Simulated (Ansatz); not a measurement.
CH₂OS₂, SMILES OC(=S)S, an atomisation energy

With the Python package of Ansatz (0.2.0).

Run as a notebook:

**Cell 1**
```python
from collections import Counter

import ansatz as az
from rdkit import Chem
from rdkit.Chem import AllChem
```

**Cell 2**
```python
def energy_of(molecule, charge=0, unpaired=0):
    calc = (
        molecule.calculation()
        .basis(gaussian="def2-TZVP")
        .functional("b3lyp")
        .accuracy("medium")
        .scf(lower_state_search="off")
    )
    if charge:
        calc = calc.charge(charge)
    if unpaired:
        calc = calc.spin("collinear", total=unpaired)
    report = calc.run(threads=1, pin="off").report
    if report["published_state_doubts"]:
        print("  doubts:", report["published_state_doubts"])
    return report["free_energy_ev"]
```

**Cell 3**
```python
# a force-field geometry from the SMILES
rd = Chem.AddHs(Chem.MolFromSmiles("OC(=S)S"))
AllChem.EmbedMolecule(rd, randomSeed=749)
AllChem.UFFOptimizeMolecule(rd)
geometry = az.Crystal.molecule()
for atom, xyz in zip(rd.GetAtoms(), rd.GetConformer().GetPositions()):
    geometry = geometry.atom(atom.GetSymbol(), xyz.round(5).tolist())
```

**Cell 4**
```python
# unpaired electrons of the ground-state atoms
unpaired = {"O": 2, "C": 2, "S": 2, "H": 1}
counts = Counter(site.symbol for site in geometry.cartesian_sites)
atom_energy = {s: energy_of(az.Crystal.molecule().atom(s, (0, 0, 0)), 0, unpaired[s]) for s in counts}
whole = energy_of(geometry, 0, 0)
for s, e in atom_energy.items():
    print(f"{s:2s} x{counts[s]}  {e:14.5f} eV")
print(f"CH2OS2: {whole:.5f} eV")
split = sum(counts[s] * e for s, e in atom_energy.items()) - whole
print(f"atomisation energy (no zero-point term): {split:.3f} eV, {split / sum(counts.values()):.3f} eV an atom")
```
Output:
```text
O  x1     -2043.47374 eV
C  x1     -1030.20887 eV
S  x2    -10833.73371 eV
H  x2       -13.66431 eV
CH2OS2: -24789.24179 eV
atomisation energy (no zero-point term): 20.763 eV, 3.461 eV an atom
```

20.763 eV from the electronic energies, without the zero-point term.

These settings explore the input space; basis and method may be short of convergence. The geometry is a force-field or estimated start, not a minimum of this method, and the basis set is short of its limit. All parts are taken at fixed geometry, without zero-point energy. b3lyp holds the VWN-RPA fit, as in Gaussian; the form of ORCA and Turbomole is b3lyp5. Finished in 3.4 s on 1 thread of Intel(R) Xeon(R) 6975P-C (Granite Rapids), on a shared host, peak memory 0.39 GiB.

(Lines on the test bed's own set-up are left out of the output.)
